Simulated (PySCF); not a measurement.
# C3H6FNSi: the cost of one run

Computed with PySCF 2.14.0, with density-fitted response routines of our own, on a single molecule in the gas phase. Atoms are numbered from 0 throughout.

## (1) The molecule as given

12 atoms, charge 0, multiplicity 1; geometry from: GFN2-xTB.

Bonds of the start (Å): C0–C1 1.32, C1–Si2 1.88, Si2–F3 1.61, Si2–N4 1.72, N4–C5 1.25, C0–H6 1.08, C0–H7 1.08, C1–H8 1.08, Si2–H9 1.46, C5–H10 1.09, C5–H11 1.09.

## (2) TDDFT and polarisability: PBE0/def2-SVPD

The job: settings as JSON, then the geometry in Å.

```
{"job": {"kind": "uv", "xc": "PBE0", "basis": "def2-SVPD", "nstates": 8, "ntriplets": 3}, "charge": 0, "multiplicity": 1}
C      2.466476     0.280050     0.472936
C      1.178495     0.562515     0.358034
Si    -0.089077    -0.643661    -0.326669
F      0.212871    -2.129082     0.221115
N     -1.564195    -0.247845     0.459762
C     -2.665462     0.231044     0.130777
H      2.862064    -0.677607     0.175653
H      3.182942     0.980656     0.875235
H      0.832924     1.538819     0.673820
H     -0.044499    -0.799416    -1.776696
H     -2.952769     0.495968    -0.891179
H     -3.418572     0.407874     0.895344
```

Level: TDDFT PBE0/def2-SVPD, vertical, gas phase, core orbitals frozen in the response.

Run with:

```sh
OMP_NUM_THREADS=1 python probes_run.py task.json out
```

The driver reads the jobs from task.json and runs them one after another.

**Question.** How long does this first job take on 1 thread of Arm Neoverse N1, shared host, and how much memory does it need?

About 34 s, with a peak of 0.7 GiB.
